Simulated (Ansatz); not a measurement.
# H7N2OScSi: one species, many methods

One table from this session's results is given with a row withheld; the runs are named, their logs left out.

Method: functionals in def2-TZVPP, the program's frozen cores in correlated methods; program: Ansatz 0.2.0, Gaussian basis.

Levels to be run: LDA (SPW92), PBE-D4, revPBE-D4, BLYP-D4, r2SCAN-D4, B97M-V, PBE0-D4, B3LYP-D4, r2SCANh-D4, r2SCAN0-D4, HSE06-D4, BHLYP-D4, CAM-B3LYP-D4, LC-ωPBE, ωB97X-V, ωB97M-V, B2PLYP, PBE-QIDH; CCSD(T)/def2-SVP; CCSD(T)/def2-TZVPP; MP2/def2-QZVPP; extrapolation to the limit; RPA on PBE.

### Structure used throughout

An earlier PBE0-D4 in a triple-zeta def2 set relaxation fixed the geometry.

SMILES `[NH2][Sc]([NH2])[O][SiH3]`, 12 atoms, charge 0, spin multiplicity 1.

Atoms are counted from 1 here; the program's logs count them from 0.

Bond lengths: N1–Sc2 1.986 Å, N1–H6 1.013 Å, N1–H7 1.012 Å, Sc2–N3 1.985 Å, Sc2–O4 1.906 Å, N3–H8 1.013 Å, N3–H9 1.012 Å, O4–Si5 1.623 Å, Si5–H10 1.491 Å, Si5–H11 1.491 Å, Si5–H12 1.491 Å. Angles: Sc2–N1–H6 126.1°, Sc2–N1–H7 126.9°, H6–N1–H7 107.0°, N1–Sc2–N3 118.7°, N1–Sc2–O4 120.8°, N3–Sc2–O4 120.6°, Sc2–N3–H8 126.2°, Sc2–N3–H9 126.7°, H8–N3–H9 107.0°, Sc2–O4–Si5 179.0°, O4–Si5–H10 110.9°, O4–Si5–H11 111.0°, O4–Si5–H12 110.8°, H10–Si5–H11 107.9°, H10–Si5–H12 108.1°, H11–Si5–H12 108.0°.

Set-up of the first run:

File in.yaml:

```yaml
crystal:
  periodic: [false, false, false]
  atoms:
    - {symbol: N, position_ang: [-1.018324, 1.783115, 1.499620]}
    - {symbol: Sc, position_ang: [-0.215631, 0.096695, 0.825144]}
    - {symbol: N, position_ang: [0.070818, -1.397956, 2.100264]}
    - {symbol: O, position_ang: [0.265479, -0.088510, -1.009944]}
    - {symbol: Si, position_ang: [0.676637, -0.274106, -2.569105]}
    - {symbol: H, position_ang: [-1.305662, 1.967014, 2.453280]}
    - {symbol: H, position_ang: [-1.219376, 2.617775, 0.963383]}
    - {symbol: H, position_ang: [-0.154640, -1.393977, 3.087640]}
    - {symbol: H, position_ang: [0.466823, -2.305586, 1.890180]}
    - {symbol: H, position_ang: [1.653052, 0.771040, -2.988586]}
    - {symbol: H, position_ang: [1.302151, -1.607093, -2.802193]}
    - {symbol: H, position_ang: [-0.521339, -0.168410, -3.449672]}
basis:
  gaussian: {orbitals: def2-TZVPP}
hamiltonian: {xc: lda}
output: {orbitals: {seedname: orbitals}}
```

On the command line:

```sh
> ansatz run in.yaml --threads 4 --pin off --events-out ev --progress --plain --max-ram 11315MiB
```

Among the steps run: LDA; PBE-D4 (GGA); revPBE-D4 (GGA); BLYP-D4 (GGA); r2SCAN-D4 (meta-GGA); B97M-V (meta-GGA); PBE0-D4 (hybrid); B3LYP-D4 (hybrid); r2SCANh-D4 (hybrid); r2SCAN0-D4 (hybrid); HSE06-D4 (hybrid); BHLYP-D4 (hybrid); CAM-B3LYP-D4 (range-separated); LC-ωPBE (range-separated); ωB97X-V (range-separated); ωB97M-V (range-separated); B2PLYP (double hybrid); PBE-QIDH (double hybrid).

One table of the session follows, with a row left open; its other results are not shown here.

It belongs to the step «Frontier levels by functional». 

| functional | HOMO (eV) | LUMO (eV) | gap (eV) |
| --- | --- | --- | --- |
| LDA (SPW92) | -5.88 | -2.52 | 3.35 |
| PBE-D4 | -5.69 | -2.30 | 3.39 |
| revPBE-D4 | -5.62 | -2.16 | 3.46 |
| BLYP-D4 | -5.58 | -2.31 | 3.27 |
| r2SCAN-D4 | -5.94 | -1.96 | 3.98 |
| B97M-V | -6.01 | -2.22 | 3.79 |
| PBE0-D4 | -7.01 | -1.42 | 5.59 |
| B3LYP-D4 | -6.79 | -1.78 | 5.02 |
| r2SCANh-D4 | -6.44 | -1.65 | 4.79 |
| r2SCAN0-D4 | -7.20 | -1.21 | 6.00 |
| HSE06-D4 | -6.61 | -1.79 | 4.82 |
| BHLYP-D4 | -8.27 | -0.77 | 7.50 |
| CAM-B3LYP-D4 | ? | ? | ? |
| LC-ωPBE | -9.86 | 0.59 | 10.44 |
| ωB97X-V | -9.49 | 0.37 | 9.86 |
| ωB97M-V | -9.41 | 0.00 | 9.42 |

Estimate the missing values for CAM-B3LYP-D4.

As computed: HOMO (eV): -8.46; LUMO (eV): -0.64; gap (eV): 7.82. In the column «HOMO (eV)» it lies between ωB97M-V (-9.41) and BHLYP-D4 (-8.27).
